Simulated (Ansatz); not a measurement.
# AlCu3: the cost of one run

Program: Ansatz 0.2.0. Level of theory: DFT LDA, scalar-relativistic, plane waves, PAW. These are calculated values, not measurements.

**1. The structure to begin with**

The structure is hexagonal, space group P6_3/mmc (No. 194). Conventional cell: a = 5.138 Å, b = 5.138 Å, c = 4.206 Å, α = 90.00°, β = 90.00°, γ = 120.00°. Al (site symmetry -6m2) is surrounded by 12 Cu at 2.57 to 2.58 Å. Cu (site symmetry mm2) is surrounded by 8 Cu at 2.55 to 2.59 Å and 4 Al at 2.57 to 2.58 Å.

Coordinates:

```cif
data_structure
_symmetry_space_group_name_H-M 'P6_3/mmc'
_symmetry_Int_Tables_number 194
_cell_length_a 5.1379
_cell_length_b 5.1379
_cell_length_c 4.2061
_cell_angle_alpha 90.000
_cell_angle_beta 90.000
_cell_angle_gamma 120.000
_cell_volume 96.16
loop_
_atom_site_label
_atom_site_type_symbol
_atom_site_symmetry_multiplicity
_atom_site_Wyckoff_symbol
_atom_site_fract_x
_atom_site_fract_y
_atom_site_fract_z
_atom_site_occupancy
Al1 Al 2 d 0.66667 0.33333 0.25000 1
Cu1 Cu 6 h 0.33106 0.16553 0.75000 1
```

The structure comes from the Materials Project (structure only).

(A quick probe on a coarse mesh, which set the mesh and smearing, is not shown.)

**3. The relaxation**

File input.yaml:

```yaml
crystal:
  lattice:
    - [5.137917364, 0.0, 0.0]
    - [-2.568958682, 4.4495669597, 0.0]
    - [0.0, 0.0, 4.20614006]
  atoms:
    - { symbol: Al, position: [0.66666667, 0.33333333, 0.25] }
    - { symbol: Al, position: [0.33333333, 0.66666667, 0.75] }
    - { symbol: Cu, position: [0.33106471, 0.16553236, 0.75] }
    - { symbol: Cu, position: [0.83446764, 0.16553236, 0.75] }
    - { symbol: Cu, position: [0.83446764, 0.66893529, 0.75] }
    - { symbol: Cu, position: [0.66893529, 0.83446764, 0.25] }
    - { symbol: Cu, position: [0.16553236, 0.83446764, 0.25] }
    - { symbol: Cu, position: [0.16553236, 0.33106471, 0.25] }
basis:
  ecutwfc: 420
kpoints:
  mp_grid: { grid: [12, 12, 8] }
hamiltonian:
  xc: lda
scf:
  occupations: { method: gaussian, width: 0.1 }
output:
  forces: true
  stress: true
  eigenvalues: true
  write_density: true
  write_potential: true
  elf: true
  volumetric_format: npy
relax:
  adjacent_minimum: "off"
  f_tol: 0.005
  max_steps: 80
  cell: { stress_tol: 0.05 }
```

Run with:

```sh
ansatz run input.yaml --threads 2 --pin off --max-ram 6144MiB --backend cpu --events-out ev --progress --plain --runs-dir out
```

**Question.** How long does this run take on 2 threads of Intel Xeon Platinum 8259CL at 2.50GHz (Skylake/Cascade Lake), shared host, and how much memory does it need?

About 1.9 min, with a peak of 0.8 GiB.
